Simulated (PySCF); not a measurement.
# C5H9AlN2: electronic excitations

Aim: predict the electronic excitations of C5H9AlN2 (`CC#[N+][AlH2-][C@H](C)C#N`).

The runs use PySCF 2.14.0, with density-fitted response routines of our own; the level of theory stands in each step. All values are computed, except where a source is named. Atoms are numbered from 0 throughout.

**1. The starting structure**

17 atoms, charge 0, multiplicity 1; geometry from: GFN2-xTB.

Bonds of the start (Å): C0–C1 1.42, C1–N2 1.15, N2–Al3 1.98, Al3–C4 2.08, C4–C5 1.54, C4–C6 1.41, C6–N7 1.15, C0–H8 1.09, C0–H9 1.09, C0–H10 1.10, Al3–H11 1.55, Al3–H12 1.56, C4–H13 1.10, C5–H14 1.09, C5–H15 1.09, C5–H16 1.09.

**2. Excited states and response: wB97X-D/def2-SVPD**

Job settings and geometry (Å):

```
{"job": {"kind": "uv", "xc": "wB97X-D", "basis": "def2-SVPD", "nstates": 8, "ntriplets": 3}, "charge": 0, "multiplicity": 1}
C      2.948071     0.745992    -0.739070
C      2.019020    -0.290621    -0.482853
N      1.275984    -1.147716    -0.286789
Al    -0.451393    -1.651554     0.528998
C     -1.422576     0.187876     0.514880
C     -2.519114     0.103571    -0.561700
C     -0.488660     1.208424     0.230883
N      0.346861     1.958944    -0.031258
H      3.338632     0.664671    -1.752721
H      3.764226     0.701403    -0.019002
H      2.401434     1.688478    -0.621132
H     -1.055454    -2.648933    -0.493503
H      0.080126    -2.129090     1.911093
H     -1.874274     0.410131     1.493597
H     -3.125063     1.009963    -0.598985
H     -3.171118    -0.745488    -0.350004
H     -2.073700    -0.054022    -1.544002
```

Level: TDDFT wB97X-D/def2-SVPD, vertical, gas phase, core orbitals frozen in the response.

Started as:

```bash
$ OMP_NUM_THREADS=1 python probes_run.py task.json out
```

One launch serves the whole session: the jobs run in the order shown.

What will the session give for the following? lowest singlet (wB97X-D/def2-SVPD); brightest single state of those computed; lowest triplet. Wanted: lowest singlet; brightest single state of those computed; lowest triplet.

As calculated:

```
                                quantity                        value
      lowest singlet (wB97X-D/def2-SVPD)  5.93 eV (209 nm), f = 0.033
brightest single state of those computed  state 6, 7.00 eV, f = 0.100
                          lowest triplet                      5.67 eV
```

The first singlet state (HOMO→LUMO 0.91) lies at 5.93 eV and is weak; of the 8 states computed, the strongest absorption comes from state 6 at 7.00 eV. The lowest triplet lies 0.25 eV below the lowest singlet (triplets in Tamm-Dancoff, singlets in full TDDFT).
